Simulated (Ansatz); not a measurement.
The system is NaY.

```
CELL_PARAMETERS angstrom
4.01188 0.00000 0.00000
0.00000 4.01188 0.00000
0.00000 0.00000 4.01188
ATOMIC_POSITIONS crystal
Na 0.00000 0.00000 0.00000
Y 0.50000 0.50000 0.50000
```

The cell was built by a generator and needn't be a form met in nature.

Base run:

| Item | Value |
| --- | --- |
| Program | Ansatz 0.2.0 |
| Functional | PBEsol |
| Potentials or basis | Ansatz PAW |
| Cutoff | 420 eV (not typed: the program's choice for these potentials) |
| k mesh | 7 × 7 × 7 |
| Occupations | fermi-dirac, width 0.05 eV |
| Spin | no spin polarisation |

Its results: band gap on the k mesh none (metal or under the smearing width); pressure -0.9 GPa.

Task: After a change of settings the same cell gave: band gap on the k mesh none (metal or under the smearing width); pressure 0.3 GPa. Which change was it?
A. functional from PBEsol to LDA
B. functional from PBEsol to r2SCAN; cutoff from 420 eV (not typed: the program's choice for these potentials) to 500 eV (not typed: the program's choice for these potentials)
C. functional from PBEsol to RPBE

Result: B.

Caveats: the PAW data sets come from PBE, with cores solved anew for the run's functional, which leaves a small shift of forces and pressure.

Runs at the PBE level aren't shown here.
